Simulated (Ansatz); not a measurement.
# C₂H₁₀SiSn: one species, many methods

How much do the methods differ for C₂H₁₀SiSn? The plan is to run it at one geometry with functionals of several rungs and with coupled cluster. The yardstick is the atomisation energy at the CCSD(T) limit.

Method: functionals in def2-TZVPP, the program's frozen cores in correlated methods; program: Ansatz 0.2.0, Gaussian basis.

Plan: LDA (SPW92), PBE-D4, revPBE-D4, BLYP-D4, r2SCAN-D4, B97M-V, PBE0-D4, B3LYP-D4, r2SCANh-D4, r2SCAN0-D4, HSE06-D4, BHLYP-D4, CAM-B3LYP-D4, LC-ωPBE, ωB97X-V, ωB97M-V, B2PLYP, PBE-QIDH; CCSD(T)/def2-SVP; CCSD(T)/def2-TZVPP; MP2/def2-QZVPP; extrapolation to the limit; RPA on PBE.

### Step 1. The relaxed structure

All runs share one geometry, relaxed beforehand with PBE0-D4 in a triple-zeta def2 set. Sn takes the def2 core potential; no spin-orbit term is included.

14 atoms, charge 0, spin multiplicity 1.

Atoms are counted from 1 here; the program's logs count them from 0.

Bond lengths: C1–Sn2 2.147 Å, C1–H5 1.090 Å, C1–H6 1.091 Å, C1–H7 1.090 Å, Sn2–C3 2.147 Å, Sn2–Si4 2.568 Å, Sn2–H8 1.718 Å, C3–H9 1.091 Å, C3–H10 1.090 Å, C3–H11 1.090 Å, Si4–H12 1.489 Å, Si4–H13 1.489 Å, Si4–H14 1.489 Å. Angles: Sn2–C1–H5 110.0°, Sn2–C1–H6 109.7°, Sn2–C1–H7 110.4°, H5–C1–H6 108.9°, H5–C1–H7 108.9°, H6–C1–H7 108.9°, C1–Sn2–C3 108.8°, C1–Sn2–Si4 110.6°, C1–Sn2–H8 108.6°, C3–Sn2–Si4 110.6°, C3–Sn2–H8 108.6°, Si4–Sn2–H8 109.6°, Sn2–C3–H9 109.7°, Sn2–C3–H10 110.0°, Sn2–C3–H11 110.4°, H9–C3–H10 108.9°, H9–C3–H11 108.9°, H10–C3–H11 108.9° and more.

### Step 2. LDA

This LDA is Slater exchange with PW92 correlation.

in.yaml

```yaml
crystal:
  periodic: [false, false, false]
  atoms:
    - {symbol: C, position_ang: [-0.937031, 1.517024, -1.112187]}
    - {symbol: Sn, position_ang: [-0.400726, 0.142626, 0.448275]}
    - {symbol: C, position_ang: [1.477999, 0.750994, 1.292029]}
    - {symbol: Si, position_ang: [-0.244332, -2.249510, -0.471829]}
    - {symbol: H, position_ang: [-0.187667, 1.492011, -1.903877]}
    - {symbol: H, position_ang: [-0.991781, 2.528819, -0.708694]}
    - {symbol: H, position_ang: [-1.906285, 1.252520, -1.535007]}
    - {symbol: H, position_ang: [-1.600454, 0.211618, 1.675362]}
    - {symbol: H, position_ang: [1.399040, 1.771527, 1.668611]}
    - {symbol: H, position_ang: [2.257364, 0.714362, 0.530325]}
    - {symbol: H, position_ang: [1.756611, 0.091753, 2.114202]}
    - {symbol: H, position_ang: [0.125932, -3.213119, 0.600681]}
    - {symbol: H, position_ang: [0.792668, -2.327669, -1.538003]}
    - {symbol: H, position_ang: [-1.541335, -2.682944, -1.059910]}
basis:
  gaussian: {orbitals: def2-TZVPP}
hamiltonian: {xc: lda}
output: {orbitals: {seedname: orbitals}}
```

Command:

```sh
$ ansatz run in.yaml --threads 2 --pin off --events-out ev --progress --plain --max-ram 20480MiB --backend cuda --devices 0, --max-vram 18GiB
```

After this run come: PBE-D4 (GGA); revPBE-D4 (GGA); BLYP-D4 (GGA); r2SCAN-D4 (meta-GGA); B97M-V (meta-GGA); B3LYP-D4 (hybrid); r2SCANh-D4 (hybrid); r2SCAN0-D4 (hybrid); HSE06-D4 (hybrid); BHLYP-D4 (hybrid); CAM-B3LYP-D4 (range-separated); LC-ωPBE (range-separated); ωB97X-V (range-separated); ωB97M-V (range-separated); B2PLYP (double hybrid); PBE-QIDH (double hybrid); CCSD(T) in def2-SVP; CCSD(T) in def2-TZVPP; MP2 in def2-QZVPP; RPA on PBE orbitals.

Before running them: what should the planned runs give, taken together? Wanted: atomisation energy, CCSD(T)/CBS; farthest beyond LDA; mean size of error, GGA; mean size of error, meta-GGA; mean size of error, hybrid; mean size of error, range-separated; mean size of error, double hybrid; gap, smallest and largest; T1 diagnostic.

**Answer**, as computed:

| quantity | value |
| --- | --- |
| atomisation energy, CCSD(T)/CBS | 1085.0 kcal/mol |
| functionals within 10.9 kcal/mol (1.0 %) | PBE-D4, r2SCAN-D4, B97M-V, B3LYP-D4, r2SCANh-D4, CAM-B3LYP-D4, ωB97X-V, ωB97M-V |
| farthest beyond LDA | revPBE-D4 (-25.3 kcal/mol) |
| mean size of error, GGA | 16.8 kcal/mol |
| mean size of error, meta-GGA | 3.7 kcal/mol |
| mean size of error, hybrid | 12.4 kcal/mol |
| mean size of error, range-separated | 6.2 kcal/mol |
| mean size of error, double hybrid | 17.6 kcal/mol |
| gap, smallest and largest | 5.78 eV (LDA (SPW92)), 12.09 eV (LC-ωPBE) |
| T1 diagnostic | 0.0114 |
| triples share of the correlation energy | 3.3 % |

**Reading.** The LDA atomisation energy is off by 116.5 kcal/mol (11 %): it overbinds. PBE-D4 is off by -6.5 kcal/mol. Double hybrids carry the basis error of their MP2 part in triple zeta, and no dispersion term here, so their miss is partly the set-up's. The rungs meta-GGA, range-separated miss on average by less than the doubt on the reference (10.9 kcal/mol), so they tie. The reference freezes the cores and leaves out spin-orbit coupling and excitations past (T), and its outer-core shells are covered unevenly, so misses under about 10.9 kcal/mol can't be ranked. All levels share the lack of spin-orbit coupling, which lowers the free heavy atoms and so the true binding. Hartree-Fock recovers 75 % of the binding; the rest is correlation. CCSD(T) in def2-SVP is off by -63.9 kcal/mol, worse than the median functional, from the basis alone. The gap grows from 5.8 to 12.1 eV across the functionals, mostly with the share of exact exchange. Correlated methods include outer-core shells of Sn, which these sets cover unevenly.
